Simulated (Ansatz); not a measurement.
# BeTlMo: one candidate structure

Aim: relax BeTlMo from this start, MnVAs type (P4/nmm, No. 129), and see where it ends.

Program: Ansatz 0.2.0. Level of theory: DFT PBE, scalar-relativistic, plane waves, PAW. These are calculated values, not measurements.

### 1 The system as given

Symmetry: P4/nmm, No. 129, tetragonal system. The conventional cell has a = 3.904 Å, b = 3.904 Å, c = 6.801 Å, α = 90.00°, β = 90.00°, γ = 90.00°. Be (site symmetry 4mm) has 5 Mo at 2.56 to 2.81 Å in its first shell of neighbours. Tl (site symmetry -4m2) is surrounded by 4 Mo at 2.69 Å and 4 Tl at 2.76 Å and 4 Be at 3.08 Å. Mo (site symmetry 4mm) is surrounded by 5 Be at 2.56 to 2.81 Å and 4 Tl at 2.69 Å.

As a file:

```cif
data_structure
_symmetry_space_group_name_H-M 'P 1'
_symmetry_Int_Tables_number 1
_cell_length_a 3.9044
_cell_length_b 3.9044
_cell_length_c 6.8007
_cell_angle_alpha 90.000
_cell_angle_beta 90.000
_cell_angle_gamma 90.000
_cell_volume 103.67
loop_
_atom_site_label
_atom_site_type_symbol
_atom_site_fract_x
_atom_site_fract_y
_atom_site_fract_z
_atom_site_occupancy
Be1 Be 0.00000 0.50000 0.35100 1
Be2 Be 0.50000 0.00000 0.64900 1
Tl1 Tl 0.00000 0.00000 0.00000 1
Tl2 Tl 0.50000 0.50000 0.00000 1
Mo1 Mo 0.00000 0.50000 0.72700 1
Mo2 Mo 0.50000 0.00000 0.27300 1
```

(A quick probe on a coarse mesh, which set the mesh and smearing, is not shown.)

### 3 A loose first relaxation

File input.yaml:

```yaml
crystal:
  lattice:
    - [3.9043772411, 0.0, 0.0]
    - [0.0, 3.9043772411, 0.0]
    - [0.0, 0.0, 6.8006656782]
  atoms:
    - { symbol: Be, position: [0.0, 0.5, 0.351] }
    - { symbol: Be, position: [0.5, 0.0, 0.649] }
    - { symbol: Tl, position: [0.0, 0.0, 0.0] }
    - { symbol: Tl, position: [0.5, 0.5, 0.0] }
    - { symbol: Mo, position: [0.0, 0.5, 0.727] }
    - { symbol: Mo, position: [0.5, 0.0, 0.273] }
basis:
  ecutwfc: 420
kpoints:
  mp_grid: { grid: [4, 4, 4] }
hamiltonian:
  xc: pbe
scf:
  occupations: { method: gaussian, width: 0.1 }
  lower_state_search: "off"
output:
  forces: true
  stress: true
  eigenvalues: true
relax:
  adjacent_minimum: "off"
  f_tol: 0.04
  max_steps: 70
  cell: { stress_tol: 0.4 }
```

The run is started by

```sh
ansatz run input.yaml --threads 1 --pin off --max-ram 2560MiB --backend cpu --events-out ev --progress --plain --runs-dir out
```

The session goes on with these runs: full relaxation.

Before running it: what results should come out?

The runs gave:

Formation energies count from the elements, computed with the same settings in runs not shown here.

| quantity | value |
| --- | --- |
| cell | a = 3.853 Å, b = 3.853 Å, c = 6.738 Å, α = 90.00°, β = 90.00°, γ = 90.00° |
| space group | P4/nmm (No. 129) |
| volume | 16.67 Å³/atom |
| gap on the mesh | none (metal) |
| formation energy from the elements | +0.974 eV/atom |

The space group stayed P4/nmm, and from the first guess the volume went from 17.28 to 16.67 Å³/atom. The formation energy of +0.97 eV/atom is positive, so the elements lie lower than this structure; another structure of the compound can lie lower. The runs treat Tl without spin-orbit coupling.
